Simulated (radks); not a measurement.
# Yb⁴⁺ in [Xe] 4f12: an all-electron calculation

An exercise on one series of results from a longer session: the logs are not shown, and one member is left open.

Method: scalar-relativistic Kohn-Sham, PBE, spin-unpolarised, spherical densities, point nucleus. Code: radks (a radial shooting solver on a logarithmic mesh, Libxc functionals) version 1.

### The atom as given

| Property | Result |
| --- | --- |
| element | ytterbium (Z = 70) |
| charge | +4 |
| electrons | 66 |
| configuration | [Xe] 4f12 |

Outer shells as boxes (Hund's rule):

Yb⁴⁺
```
[Xe] core
4f [↑↓][↑↓][↑↓][↑↓][↑↓][↑ ][↑ ]
```

The first run:

Input:

```text
Z 70
configuration [Xe] 4f12
relativity scalar-relativistic
functional pbe,pbe
spin unpolarised
nucleus point
c 137.035999084
```

On the command line:

```
$ python run_ks.py task.json out
```

The same process makes all the runs of this session.

One table of the session follows, with a row left open; its other results are not shown here.

It belongs to the step «Radial structure». Radial moments (bohr):

```
level      <r>  outermost maximum (interpolated)  90 % within  nodes
   1s  0.01966                            0.0124       0.0357      0
   2s  0.08333                            0.0706        0.129      1
   2p  0.07415                            0.0576        0.121      0
   3s   0.2167                             0.199        0.318      2
   3p   0.2163                             0.197        0.323      1
   3d   0.1961                             0.160        0.305      0
   4s   0.4870                             0.455        0.699      3
   4p   0.5168                             0.476        0.751      2
   4d   0.5565                             0.490        0.835      1
   5s    1.162                              1.05         1.67      4
   5p        ?                                 ?            ?      ?
   4f   0.6968                             0.477         1.17      0
```

Q: Estimate the row for 5p from the others.

**Answer.** <r>: 1.342; outermost maximum (interpolated): 1.19; 90 % within: 1.95; nodes: 3. In the column «<r>» it is the highest.

Caveats from the session: Spin polarisation and multiplet splitting are left out.
